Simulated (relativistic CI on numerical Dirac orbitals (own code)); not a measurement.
**Sb XLIV (Sb⁴³⁺): levels and lines**

The task is the spectrum of Sb⁴³⁺: levels, purity of their labels, lifetimes and lines; further runs change one setting each.

The numbers are computed with relativistic CI on numerical Dirac orbitals (own code) version 3 (Dirac-Coulomb-Breit CI, KLI orbitals optimised for each configuration, model QED (radiative potential, 1s self-energy scaled to tabulated hydrogen-like ionisation energies)), except any that are marked as measured or tabulated.

## 1. Starting point

| Property | Result |
| --- | --- |
| ion | Sb⁴³⁺ (Sb XLIV) |
| nuclear charge | 51 |
| electrons | 8 |
| isotope | A = 121 |
| first configuration typed | [He] 2s2 2p4 |

The outer shells:

first configuration typed
```
[He] core
2s [↑↓]
2p [↑↓][↑ ][↑ ]
```

## 2. Base run

Settings of the run:

```ini
atom Sb  Z=51  charge=43  electrons=8
nucleus A=121  rms_radius_fm=4.6802
hamiltonian dirac-coulomb  breit=on  qed=on  c_scale=1
orbitals kli  potential=per-configuration
slater_scale 1
correlation none
mixing on
configurations
  [He] 2s2 2p4
  [He] 2s 2p5
  [He] 2p6
  [He] 2p5 3s
  [He] 2p5 3p
  [He] 2p5 3d
  [He] 2s2 2p3 3s
  [He] 2s2 2p3 3p
  [He] 2s2 2p3 3d
  [He] 2s 2p4 3s
  [He] 2s 2p4 3p
  [He] 2s 2p4 3d
  [He] 2s2 2p3 4s
  [He] 2s2 2p3 4p
  [He] 2s2 2p3 4d
  [He] 2s2 2p3 4f
  [He] 2s 2p4 4s
  [He] 2s 2p4 4p
  [He] 2s 2p4 4d
  [He] 2s 2p4 4f
  [He] 2s2 2p2 3s2
  [He] 2s2 2p2 3s 3p
  [He] 2s2 2p3 5s
  [He] 2s2 2p3 5p
  [He] 2s2 2p3 5d
  [He] 2s2 2p3 5f
  [He] 2s2 2p3 5g
  [He] 2s2 2p2 3s 3d
  [He] 2s2 2p2 3p2
  [He] 2s2 2p2 3p 3d
  [He] 2s 2p3 3s2
  [He] 2s2 2p2 3d2
  [He] 2s 2p3 3s 3p
  [He] 2s 2p3 3s 3d
  [He] 2s 2p3 3p2
  [He] 2s 2p4 5s
end
```

## 3. Correlation estimate p86

Settings: those of step 2 with these lines changed.

```diff
@@ -5,3 +5,3 @@
 slater_scale 1
-correlation none
+correlation p86
 mixing on
```

## 4. Without configuration mixing

Settings: those of step 3 with these lines changed.

```diff
@@ -5,4 +5,4 @@
 slater_scale 1
-correlation p86
-mixing on
+correlation none
+mixing off
 configurations
```

## 5. Without QED terms

Settings: those of step 4 with these lines changed.

```diff
@@ -2,3 +2,3 @@
 nucleus A=121  rms_radius_fm=4.6802
-hamiltonian dirac-coulomb  breit=on  qed=on  c_scale=1
+hamiltonian dirac-coulomb  breit=on  qed=off  c_scale=1
 orbitals kli  potential=per-configuration
@@ -6,3 +6,3 @@
 correlation none
-mixing off
+mixing on
 configurations
```

(Steps that only read results are left out.)

Before running it: what results should come out? Wanted: lowest level; first excitation; lowest level of the other parity; fastest E1 line; ionisation energy.

The runs gave:

| run | time | mean size of shift, levels followed (cm⁻¹) | lowest level | ionisation energy (eV) |
| --- | --- | --- | --- | --- |
| main run | 4.7 s | 0 | 2p4 [2p3/2^2] J=2 | 7166.8 |
| correlation estimate p86 | 4.6 s | 4075 | 2p4 [2p3/2^2] J=2 | 7168.7 |
| without configuration mixing | 4.7 s | 12581 | 2p4 [2p3/2^2] J=2 | - |
| without QED terms | 2 s | 20150 | 2p4 [2p3/2^2] J=2 | 7167.2 |

The tabulated theoretical ionisation energy (NIST) is 7167 eV.

```
                                                                         quantity                                                   value
                                                                     lowest level                                       2p4 [2p3/2^2] J=2
                                                                 first excitation                          2p4 [2p3/2^2] J=0, 281731 cm⁻¹
                                                 lowest level of the other parity                                  2s 2p5 3P°2, 500.51 eV
                                                              levels in the model                                                    1493
fastest E1 line (by rate) to the lowest level among the lowest 400 of 1493 levels  0.2796 nm, from 2p3 3d [2p1/2 2p3/2^2 3d3/2] J=3° (ii)
                                                                ionisation energy                                               7166.8 eV
                                  ionisation energy, tabulated theoretical (NIST)                                                 7167 eV
```

The lowest level is 2p4 [2p3/2^2] J=2, 71 % pure in LS and 100 % in jj coupling; over the low levels the means are 63 and 99 %, so jj coupling describes them better. The ionisation energy agrees with the tabulated theoretical value within its uncertainty of 4 eV. The largest mover is «without QED terms» (20150 cm⁻¹ on average). Lifetimes count radiative decay inside the model alone.
